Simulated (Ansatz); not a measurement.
# KMgF3: further runs on the relaxed cell

An exercise on one series of results from a longer session: the logs are not shown, and one member is left open.

Program: Ansatz 0.2.0. Level of theory: DFT PBEsol, scalar-relativistic, plane waves, PAW. These are calculated values, not measurements.

1 further run of the same task is left out (set aside as unsound or not needed).

**Starting point**

Symmetry: Pm-3m, No. 221, cubic system. Conventional cell: a = 3.991 Å, b = 3.991 Å, c = 3.991 Å, α = 90.00°, β = 90.00°, γ = 90.00°. K (site symmetry m-3m) has 12 F at 2.82 Å as nearest neighbours. Around Mg (site symmetry m-3m) lie 6 F at 2.00 Å. Around F (site symmetry 4/mmm) lie 2 Mg at 2.00 Å and 4 K at 2.82 Å.

As a file:

```cif
data_structure
_symmetry_space_group_name_H-M 'Pm-3m'
_symmetry_Int_Tables_number 221
_cell_length_a 3.9909
_cell_length_b 3.9909
_cell_length_c 3.9909
_cell_angle_alpha 90.000
_cell_angle_beta 90.000
_cell_angle_gamma 90.000
_cell_volume 63.56
loop_
_atom_site_label
_atom_site_type_symbol
_atom_site_symmetry_multiplicity
_atom_site_Wyckoff_symbol
_atom_site_fract_x
_atom_site_fract_y
_atom_site_fract_z
_atom_site_occupancy
K1 K 1 b 0.50000 0.50000 0.50000 1
Mg1 Mg 1 a 0.00000 0.00000 0.00000 1
F1 F 3 d 0.50000 0.00000 0.00000 1
```

This cell was relaxed beforehand with the same method: volume 12.71 Å³/atom, gap on the mesh 7.12 eV.

Set-up of the first run:

input.yaml reads:

```yaml
crystal:
  lattice:
    - [3.9505675813, 0.0, 0.0]
    - [0.0, 3.9505675813, 0.0]
    - [0.0, 0.0, 3.9505675813]
  atoms:
    - { symbol: K, position: [0.5, 0.5, 0.5] }
    - { symbol: Mg, position: [0.0, 0.0, 0.0] }
    - { symbol: F, position: [0.5, 0.0, 0.0] }
    - { symbol: F, position: [0.0, 0.5, 0.0] }
    - { symbol: F, position: [0.0, 0.0, 0.5] }
basis:
  ecutwfc: 420
kpoints:
  mp_grid: { grid: [6, 6, 6] }
hamiltonian:
  xc: pbesol
scf:
  occupations: { method: gaussian, width: 0.02 }
output:
  forces: true
  stress: true
  eigenvalues: true
```

Started as:

```sh
$ ansatz run input.yaml --threads 2 --pin off --max-ram 5120MiB --backend cpu --events-out ev --progress --plain --runs-dir out
```

Among the steps run: Point at V/V0 = 0.97; The cell scaled to 1.03 of its volume; Volume × 0.94; Point at V/V0 = 1.06; The cell scaled to 0.91 of its volume; Point at V/V0 = 1.10; The cell scaled to 0.88 of its volume.

One table of the session follows, with a row left open; its other results are not shown here.

It belongs to the step «Fit of the equation of state». 

```
volume (Å³/atom)  energy above the lowest point (meV/atom)  pressure (GPa)  gap on the mesh (eV)
          11.187                                      52.5           12.39                  8.13
          11.569                                      27.9            8.48                  7.85
          11.950                                      11.8            5.18                  7.59
          12.331                                         ?               ?                     ?
          12.713                                       0.0            0.03                  7.12
          13.094                                       2.5           -1.98                  6.91
          13.475                                       9.2           -3.68                  6.71
          13.984                                      23.8           -5.55                  6.46
```

Q: Estimate the row for volume (Å³/atom) = 12.331 from the others.

Worked estimate for «energy above the lowest point (meV/atom)». A straight line through the neighbours (11.950, 11.8) and (12.713, 0.0) gives 11.8 + (0.0 − 11.8) × (12.331 − 11.950) / (12.713 − 11.950) = 5.9; a parabola fitted to 4 rows on both sides gives 2.8.

As computed: energy above the lowest point (meV/atom): 2.9; pressure (GPa): 2.39; gap on the mesh (eV): 7.35. In «energy above the lowest point (meV/atom)» the line misses by +3.0 and the parabola by -0.1.
